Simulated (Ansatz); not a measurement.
# C2H5GaSSi: small, medium and large basis sets

One table from this session's results is given with a row withheld; the runs are named, their logs left out.

Program: Ansatz 0.2.0, Gaussian basis. Level of theory: one geometry, several basis sets. These are calculated values, not measurements.

The runs, in order: PBE0-D4/def2-SVP; ωB97M-V/def2-SVP; PBE0-D4/def2-QZVPP; ωB97M-V/def2-QZVPP; the functionals' def2-TZVPP values are taken from earlier runs.

## The geometry

The geometry comes from an earlier relaxation with PBE0-D4 in a triple-zeta def2 set; it is a stationary point, not always the lowest conformer.

SMILES `[SiH3][C]1=C[S][GaH]1`, 10 atoms, charge 0, spin multiplicity 1.

Atoms are counted from 1 here; the program's logs count them from 0.

Bond lengths: Si1–C2 1.840 Å, Si1–H6 1.489 Å, Si1–H7 1.489 Å, Si1–H8 1.490 Å, C2–C3 1.349 Å, C2–Ga5 1.958 Å, C3–S4 1.784 Å, C3–H9 1.091 Å, S4–Ga5 2.272 Å, Ga5–H10 1.554 Å. Angles: C2–Si1–H6 110.8°, C2–Si1–H7 110.8°, C2–Si1–H8 110.3°, H6–Si1–H7 107.1°, H6–Si1–H8 108.8°, H7–Si1–H8 108.8°, Si1–C2–C3 126.7°, Si1–C2–Ga5 141.4°, C3–C2–Ga5 91.9°, C2–C3–S4 117.7°, C2–C3–H9 125.5°, S4–C3–H9 116.9°, C3–S4–Ga5 71.9°, C2–Ga5–S4 78.6°, C2–Ga5–H10 148.8°, S4–Ga5–H10 132.6°.

Set-up of the first run:

File in.yaml:

```yaml
crystal:
  periodic: [false, false, false]
  atoms:
    - {symbol: Si, position_ang: [-1.401576, -0.753606, -0.570674]}
    - {symbol: C, position_ang: [0.123922, 0.070908, 0.043272]}
    - {symbol: C, position_ang: [0.700587, -0.095447, 1.250939]}
    - {symbol: S, position_ang: [2.185074, 0.831685, 1.594090]}
    - {symbol: Ga, position_ang: [1.497686, 1.352677, -0.507833]}
    - {symbol: H, position_ang: [-2.444818, 0.251844, -0.914938]}
    - {symbol: H, position_ang: [-1.119418, -1.534415, -1.806973]}
    - {symbol: H, position_ang: [-1.945604, -1.674813, 0.466186]}
    - {symbol: H, position_ang: [0.335389, -0.752677, 2.041854]}
    - {symbol: H, position_ang: [2.068766, 2.303834, -1.595923]}
basis:
  gaussian: {orbitals: def2-SVP}
hamiltonian: {xc: pbe0, dispersion: d4}
output: {orbitals: {seedname: orbitals}}
```

The run is started by

```console
$ ansatz run in.yaml --threads 4 --pin off --events-out ev --progress --plain --max-ram 10444MiB
```

Among the steps run: PBE0-D4 in def2-SVP; ωB97M-V in def2-SVP; PBE0-D4 in def2-QZVPP; ωB97M-V in def2-QZVPP.

One table of the session follows, with a row left open; its other results are not shown here.

It belongs to the step «Functionals by basis». 

| functional | basis | HOMO (eV) | LUMO (eV) |
| --- | --- | --- | --- |
| PBE0-D4 | def2-SVP | ? | ? |
| PBE0-D4 | def2-TZVPP | -6.43 | -2.07 |
| PBE0-D4 | def2-QZVPP | -6.45 | -2.10 |
| ωB97M-V | def2-SVP | -8.37 | -0.18 |
| ωB97M-V | def2-TZVPP | -8.48 | -0.27 |
| ωB97M-V | def2-QZVPP | -8.50 | -0.38 |

Q: Estimate the row for PBE0-D4, def2-SVP from the others.

As computed: HOMO (eV): -6.35; LUMO (eV): -2.02. In the column «HOMO (eV)» it is the highest.
